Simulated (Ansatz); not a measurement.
# As₂+ (sextet): wave-function methods side by side, cc-pVTZ

An exercise on one series of results from a longer session: the logs are not shown, and one member is left open.

Computed with Ansatz 0.2.0, Gaussian basis. Level: cc-pVTZ, core rule «outside noble gas», up to 28 orbitals frozen.

The runs, in order: UHF; CCSD(T) on ROHF; CCSD(T) on UHF; BCCD(T) on ROHF; CISD; CCSDT(Q) on ROHF; CCSDT(Q) on UHF; CASSCF and MRCISD+Q, 9 electrons in 8 orbitals; CASSCF and NEVPT2, 9 electrons in 8 orbitals.

16 further runs of the same task are left out: 8 that didn't finish, 8 set aside as unsound or not needed.

## The system

The geometry is a PBE0/def2-TZVP stationary point (not a proven minimum) of the parent state, kept for this charge and spin. No spin-orbit coupling is included. The filled d shell of As may be among the frozen orbitals whatever the setting's name suggests; the logs give the count.

2 atoms, charge 1, spin multiplicity 6.

Atoms are counted from 1 here; the program's logs count them from 0.

Bond lengths: As1–As2 2.438 Å.

The first run:

Contents of in.yaml:

```yaml
crystal:
  periodic: [false, false, false]
  atoms:
    - {symbol: As, position_ang: [0.000000, 0.000000, 0.000000]}
    - {symbol: As, position_ang: [0.000000, 0.000000, 2.438000]}
basis:
  gaussian: {orbitals: cc-pVTZ}
total_charge: 1
magnetization: {spin_polarized: true, initial_magnetization: 5}
hamiltonian: {xc: hf}
output: {orbitals: {seedname: orbitals}}
```

The run is started by

```sh
ansatz run in.yaml --threads 1 --pin off --events-out ev --progress --plain --max-ram 2393MiB
```

Steps of the session up to this table: UHF; CCSD(T) on ROHF; CCSD(T) on UHF; BCCD(T) on ROHF; CISD; CCSDT(Q) on ROHF; CCSDT(Q) on UHF; CASSCF and MRCISD+Q, 9 electrons in 8 orbitals; CASSCF and NEVPT2, 9 electrons in 8 orbitals.

One table of the session follows, with a row left open; its other results are not shown here.

```
          method  from RCCSDT(Q) (kJ/mol)
            ROHF                   +475.0
             UHF                   +463.4
            RMP2                    +88.7
            UMP2                    +87.4
            CISD                    +33.9
           RCCSD                    +22.3
           UCCSD                    +18.9
        RCCSD(T)                     +3.9
        UCCSD(T)                     +0.7
         BCCD(T)                     +3.9
          RCCSDT                     +0.8
          UCCSDT                     -2.4
       RCCSDT(Q)                        0
       UCCSDT(Q)                     -3.2
  CASSCF valence                        ?
  NEVPT2 valence                    +85.0
  MRCISD valence                    +37.3
MRCISD+Q valence                     +3.8
```

Estimate the missing values for CASSCF valence.

As computed: from RCCSDT(Q) (kJ/mol): +424.6. In the column «from RCCSDT(Q) (kJ/mol)» it lies between RMP2 (+88.7) and UHF (+463.4).

To keep in mind: Restricted and unrestricted rows rest on different reference determinants; where their highest levels disagree by more than a few hundredths of an eV, they describe different states and don't form one ladder.
